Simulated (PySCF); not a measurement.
# C2H6AsGa: the cost of one run

Programs: PySCF 2.14.0, with density-fitted response routines of our own. Each step states its level of theory. These are calculated values for one molecule in the gas phase, unless marked as measured. Atoms are numbered from 0 throughout.

## Step 1: The molecule as given

10 atoms, charge 0, multiplicity 1; geometry from: GFN2-xTB. The atoms were then displaced at random by about 0.01 Å, so the start is not that level's minimum.

Bonds of the start (Å): C0–C1 1.24, C1–Ga2 1.96, Ga2–As3 2.74, C0–H4 1.03, Ga2–H5 1.55, Ga2–H6 1.57, As3–H7 1.49, As3–H8 1.52, As3–H9 1.52.

## Step 2: Relaxing the molecule at PBE0-D3(BJ)/def2-SVP

The job: settings as JSON, then the geometry in Å.

```
{"job": {"xc": "PBE0", "basis": "def2-SVP", "d3": "d3bj", "grid": 1, "shake": 0.01, "kind": "geom"}, "charge": 0, "multiplicity": 1}
C      2.639480    -1.076110    -0.572140
C      1.811660    -0.177790    -0.352770
Ga     0.571490     1.309230    -0.027170
As    -1.685760    -0.220550     0.274740
H      3.308390    -1.830380    -0.782810
H      0.085890     2.150200    -1.237570
H      0.545630     1.927770     1.411900
H     -1.923960    -1.574540    -0.306990
H     -2.181790    -0.696470     1.634530
H     -3.120610     0.167730    -0.062770
```

Run with:

```bash
OMP_NUM_THREADS=1 python probes_run.py task.json out
```

One launch serves the whole session: the jobs run in the order shown.

**Question.** How long does this first job take on 1 thread of Arm Neoverse V1, shared host, and how much memory does it need?

About 1.9 min, with a peak of 0.51 GiB.
